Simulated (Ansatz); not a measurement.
# GeH₄ (singlet): from Hartree-Fock to the top rungs at a displaced geometry (v1), cc-pVTZ

How much of the correlation energy of GeH₄ (singlet) does each wave-function method recover here?

Program: Ansatz 0.2.0, Gaussian basis. Level of theory: cc-pVTZ, core rule «outside noble gas», up to 14 orbitals frozen. These are calculated values, not measurements.

The runs, in order: UHF; CCSD(T) on RHF; BCCD(T) on RHF; CCSDT(Q) on RHF; CASSCF and NEVPT2, 8 electrons in 8 orbitals.

11 further runs of the same task are left out: 4 that didn't finish, 7 set aside as unsound or not needed.

## (1) The geometry

The geometry is a PBE0/def2-TZVP stationary point (not a proven minimum) with its atoms shifted at random (size 0.040 Å). No spin-orbit coupling is included. The filled d shell of Ge may be among the frozen orbitals whatever the setting's name suggests; the logs give the count.

5 atoms, charge 0, spin multiplicity 1.

Atoms are counted from 1 here; the program's logs count them from 0.

Bond lengths: Ge1–H2 1.518 Å, Ge1–H3 1.451 Å, Ge1–H4 1.570 Å, Ge1–H5 1.528 Å. Angles: H2–Ge1–H3 109.8°, H2–Ge1–H4 111.6°, H2–Ge1–H5 113.3°, H3–Ge1–H4 107.8°, H3–Ge1–H5 108.7°, H4–Ge1–H5 105.4°.

## (2) UHF

in.yaml

```yaml
crystal:
  periodic: [false, false, false]
  atoms:
    - {symbol: Ge, position_ang: [0.001412, -0.000051, 0.002160]}
    - {symbol: H, position_ang: [0.884902, 0.871005, 0.877054]}
    - {symbol: H, position_ang: [-0.839344, -0.840905, 0.834055]}
    - {symbol: H, position_ang: [-0.938059, 0.864815, -0.911027]}
    - {symbol: H, position_ang: [0.790768, -0.891210, -0.955777]}
basis:
  gaussian: {orbitals: cc-pVTZ}
magnetization: {spin_polarized: true, initial_magnetization: 0}
hamiltonian: {xc: hf}
output: {orbitals: {seedname: orbitals}}
```

Launch:

```sh
$ ansatz run in.yaml --threads 1 --pin off --events-out ev --progress --plain --max-ram 2393MiB
```

After this run come: CCSD(T) on RHF; BCCD(T) on RHF; CCSDT(Q) on RHF; CASSCF and NEVPT2, 8 electrons in 8 orbitals.

**Question.** What will the summary of the whole plan be? Wanted: RCCSDT(Q) below the RHF energy; RMP2 from RCCSDT(Q); RCCSD from RCCSDT(Q); RCCSD(T) from RCCSDT(Q); NEVPT2 valence from RCCSDT(Q); T1 diagnostic; effectively unpaired electrons.

**Answer**, as computed:

```
                         quantity                      value
   RCCSDT(Q) below the RHF energy                 -4.6581 eV
              RMP2 from RCCSDT(Q)                 +889.4 meV
             RCCSD from RCCSDT(Q)                 +118.1 meV
          RCCSD(T) from RCCSDT(Q)                  +20.2 meV
    NEVPT2 valence from RCCSDT(Q)                 +884.9 meV
levels within 1 kcal/mol (43 meV)  RCCSD(T), BCCD(T), RCCSDT
                    T1 diagnostic                      0.010
   effectively unpaired electrons                       0.02
```

What this shows: RCCSD(T) lands +20.2 meV from the yardstick (0.4 % of the correlation energy). One determinant dominates. These misses are within one basis, not against nature.
